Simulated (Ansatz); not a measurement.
**WCl+ (septet): from Hartree-Fock to the top rungs, def2-QZVPP**

One table from this session's results is given with a row withheld; the runs are named, their logs left out.

Method: def2-QZVPP, core rule «outside noble gas», up to 9 orbitals frozen; program: Ansatz 0.2.0, Gaussian basis.

The runs, in order: UHF; ROHF; CCSD(T) on UHF.

### The system

The geometry is a PBE0/def2-TZVP stationary point (not a proven minimum) of the parent state, kept for this charge and spin. No spin-orbit coupling is included. Elements past krypton take def2 core potentials.

2 atoms, charge 1, spin multiplicity 7.

Atoms are counted from 1 here; the program's logs count them from 0.

Bond lengths: W1–Cl2 2.275 Å.

Geometry (Å):

```xyz
2
charge 1, multiplicity 7
W     0.0000    0.0000    0.0000
Cl    0.0000    0.0000    2.2750
```

Set-up of the first run:

File in.yaml:

```yaml
crystal:
  periodic: [false, false, false]
  atoms:
    - {symbol: W, position_ang: [0.000000, 0.000000, 0.000000]}
    - {symbol: Cl, position_ang: [0.000000, 0.000000, 2.275000]}
basis:
  gaussian: {orbitals: "def2-QZVPP.json"}
total_charge: 1
magnetization: {spin_polarized: true, initial_magnetization: 6}
hamiltonian: {xc: hf}
output: {orbitals: {seedname: orbitals}}
```

Command:

```sh
$ ansatz run in.yaml --threads 1 --pin off --events-out ev --progress --plain --max-ram 4096MiB --backend cpu
```

Among the steps run: UHF; ROHF; CCSD(T) on UHF.

One of the session's tables, all rows but one given; the rest of the session is left out.

It belongs to the step «Misses and costs». 

```
  method  from UCCSD(T) (meV)
    ROHF              +8227.1
     UHF              +7903.7
    UMP2              +1047.4
   UCCSD                    ?
UCCSD(T)                    0
```

Estimate the missing values for UCCSD.

The run gave: from UCCSD(T) (meV): +297.4. In the column «from UCCSD(T) (meV)» it lies between UCCSD(T) (0) and UMP2 (+1047.4).
